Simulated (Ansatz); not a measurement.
**SrCd: equation of state**

One table from this session's results is given with a row withheld; the runs are named, their logs left out.

Method: DFT LDA, scalar-relativistic, in Ansatz 0.2.0.

## The system as given

The structure is cubic, space group Pm-3m (No. 221). The conventional cell has a = 4.003 Å, b = 4.003 Å, c = 4.003 Å, α = 90.00°, β = 90.00°, γ = 90.00°. Around Sr (site symmetry m-3m) lie 8 Cd at 3.47 Å. Cd (site symmetry m-3m) is surrounded by 8 Sr at 3.47 Å.

Structure file:

```cif
data_structure
_symmetry_space_group_name_H-M 'Pm-3m'
_symmetry_Int_Tables_number 221
_cell_length_a 4.0030
_cell_length_b 4.0030
_cell_length_c 4.0030
_cell_angle_alpha 90.000
_cell_angle_beta 90.000
_cell_angle_gamma 90.000
_cell_volume 64.14
loop_
_atom_site_label
_atom_site_type_symbol
_atom_site_symmetry_multiplicity
_atom_site_Wyckoff_symbol
_atom_site_fract_x
_atom_site_fract_y
_atom_site_fract_z
_atom_site_occupancy
Sr1 Sr 1 b 0.50000 0.50000 0.50000 1
Cd1 Cd 1 a 0.00000 0.00000 0.00000 1
```

The file gives the conventional cell by its symmetry; the runs use the cell typed in the input.

The cell is a deposited one (Crystallography Open Database entry 2310286); the temperature and pressure of the measurement aren't taken into account, and nothing was relaxed.

Atoms are numbered in the order of the input: Sr1, Cd2.

The first run:

input.yaml

```yaml
crystal:
  lattice:
    - [3.9212831932, 0.0, 0.0]
    - [0.0, 3.9212831932, 0.0]
    - [0.0, 0.0, 3.9212831932]
  atoms:
    - { symbol: Sr, position: [0.5, 0.5, 0.5] }
    - { symbol: Cd, position: [0.0, 0.0, 0.0] }
kpoints:
  mp_grid: { grid: [10, 10, 10] }
  band_path:
    path:
      - [0.0, 0.0, 0.0]
      - [0.0, 0.5, 0.0]
      - [0.5, 0.5, 0.0]
      - [0.0, 0.0, 0.0]
      - [0.5, 0.5, 0.5]
      - [0.0, 0.5, 0.0]
      - [0.5, 0.5, 0.5]
      - [0.5, 0.5, 0.0]
    npoints: 5
scf:
  occupations: { method: fermi_dirac, width: 0.08 }
hamiltonian:
  xc: lda
  pseudopotentials: { kind: all_electron, lapw: { basis_error: 0.0005 } }
output:
  forces: true
  stress: true
  eigenvalues: true
```

Started as:

```
> ansatz run input.yaml --threads 1 --pin off --max-ram 3072MiB --backend cpu --events-out ev --progress --plain --runs-dir out
```

Among the steps run: Volume × 0.94, LAPW; Volume × 0.94, PAW; Volume × 0.94, crystal datasets; Volume × 0.98, LAPW; Volume × 0.98, PAW; Volume × 0.98, crystal datasets; Volume × 1.01, LAPW; Volume × 1.01, PAW; Volume × 1.01, crystal datasets; Volume × 1.04, LAPW; Volume × 1.04, PAW; Volume × 1.04, crystal datasets.

One table of the session follows, with a row left open; its other results are not shown here.

```
          method  volume (Å³/atom)  pressure (GPa)
            LAPW            30.148           -0.41
            LAPW            31.431           -1.57
            LAPW            32.072           -2.06
            LAPW            32.393           -2.28
            LAPW            33.355           -2.88
             PAW            30.148               ?
             PAW            31.431           -1.56
             PAW            32.072           -2.05
             PAW            32.393           -2.27
             PAW            33.355           -2.87
crystal datasets            30.148           -0.41
crystal datasets            31.431           -1.57
crystal datasets            32.072           -2.06
crystal datasets            32.393           -2.28
crystal datasets            33.355           -2.88
```

Estimate the missing values for PAW, 30.148.

**Answer.** pressure (GPa): -0.40. In the column «pressure (GPa)» it is the highest.

Caveats from the session: Warnings in the runs' records: gradients without spin orbit, crystal datasets made.
